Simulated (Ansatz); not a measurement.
# CH₅Cl₂HfNO: small, medium and large basis sets

Aim: see how fast density functionals converge with the basis set for CH₅Cl₂HfNO.

The runs use Ansatz 0.2.0, Gaussian basis; one geometry, several basis sets.

Plan: PBE0-D4/def2-SVP; ωB97M-V/def2-SVP; PBE0-D4/def2-QZVPP; ωB97M-V/def2-QZVPP; the functionals' def2-TZVPP values are taken from earlier runs.

### Step 1. Structure used throughout

All runs share one geometry, relaxed beforehand with PBE0-D4/def2-TZVP. Hf takes the def2 core potential; no spin-orbit term is included.

SMILES `C[NH][Hf]([OH])([Cl])[Cl]`, 11 atoms, charge 0, spin multiplicity 1.

Atoms are counted from 1 here; the program's logs count them from 0.

Bond lengths: C1–N2 1.450 Å, C1–H7 1.096 Å, C1–H8 1.092 Å, C1–H9 1.096 Å, N2–Hf3 2.003 Å, N2–H10 1.015 Å, Hf3–O4 1.901 Å, Hf3–Cl5 2.365 Å, Hf3–Cl6 2.365 Å, O4–H11 0.953 Å. Angles: N2–C1–H7 111.9°, N2–C1–H8 109.8°, N2–C1–H9 111.9°, H7–C1–H8 107.5°, H7–C1–H9 108.0°, H8–C1–H9 107.5°, C1–N2–Hf3 132.0°, C1–N2–H10 110.9°, Hf3–N2–H10 117.1°, N2–Hf3–O4 105.2°, N2–Hf3–Cl5 108.6°, N2–Hf3–Cl6 108.6°, O4–Hf3–Cl5 112.7°, O4–Hf3–Cl6 112.7°, Cl5–Hf3–Cl6 108.9°, Hf3–O4–H11 162.4°.

Geometry (Å):

```xyz
11
charge 0, multiplicity 1
C     0.59177   -0.62115    1.53574
N     0.64515    0.41698    0.52482
Hf   -0.34138    0.65781   -1.20111
O    -1.49149   -0.85038   -1.33157
Cl    1.23396    0.76026   -2.96193
Cl   -1.52513    2.70331   -1.11364
H     1.55841   -1.12226    1.65791
H    -0.13814   -1.37994    1.24757
H     0.28910   -0.22550    2.51159
H     1.31838    1.13367    0.77618
H    -2.14062   -1.47280   -1.64556
```

### Step 2. PBE0-D4 in def2-SVP

in.yaml reads:

```yaml
crystal:
  periodic: [false, false, false]
  atoms:
    - {symbol: C, position_ang: [0.591768, -0.621146, 1.535745]}
    - {symbol: N, position_ang: [0.645153, 0.416976, 0.524823]}
    - {symbol: Hf, position_ang: [-0.341385, 0.657813, -1.201109]}
    - {symbol: O, position_ang: [-1.491491, -0.850385, -1.331565]}
    - {symbol: Cl, position_ang: [1.233963, 0.760261, -2.961933]}
    - {symbol: Cl, position_ang: [-1.525126, 2.703313, -1.113636]}
    - {symbol: H, position_ang: [1.558412, -1.122257, 1.657911]}
    - {symbol: H, position_ang: [-0.138138, -1.379941, 1.247572]}
    - {symbol: H, position_ang: [0.289102, -0.225503, 2.511585]}
    - {symbol: H, position_ang: [1.318376, 1.133670, 0.776179]}
    - {symbol: H, position_ang: [-2.140624, -1.472801, -1.645563]}
basis:
  gaussian: {orbitals: def2-SVP}
hamiltonian: {xc: pbe0, dispersion: d4}
output: {orbitals: {seedname: orbitals}}
```

Run with:

```bash
$ ansatz run in.yaml --threads 2 --pin off --events-out ev --progress --plain --max-ram 32768MiB --backend cpu
```

The runs that follow: ωB97M-V in def2-SVP; PBE0-D4 in def2-QZVPP; ωB97M-V in def2-QZVPP.

Q: Predict the results of all the runs planned. Wanted: PBE0-D4: double and triple zeta above quadruple; ωB97M-V: double and triple zeta above quadruple.

As calculated:

```
                                       quantity           value
PBE0-D4: double and triple zeta above quadruple  15.41, 1.01 eV
ωB97M-V: double and triple zeta above quadruple  15.48, 0.96 eV
```

What this shows: For PBE0-D4 the step from double to triple zeta gains 14.40 eV and the next only 1.01 eV. These are total energies; as a rule much of such shifts cancels in differences, which this series doesn't test. The LUMO of ωB97M-V is positive and keeps falling with the basis (1.22 to 0.48 eV): an unbound level that the basis holds in place.
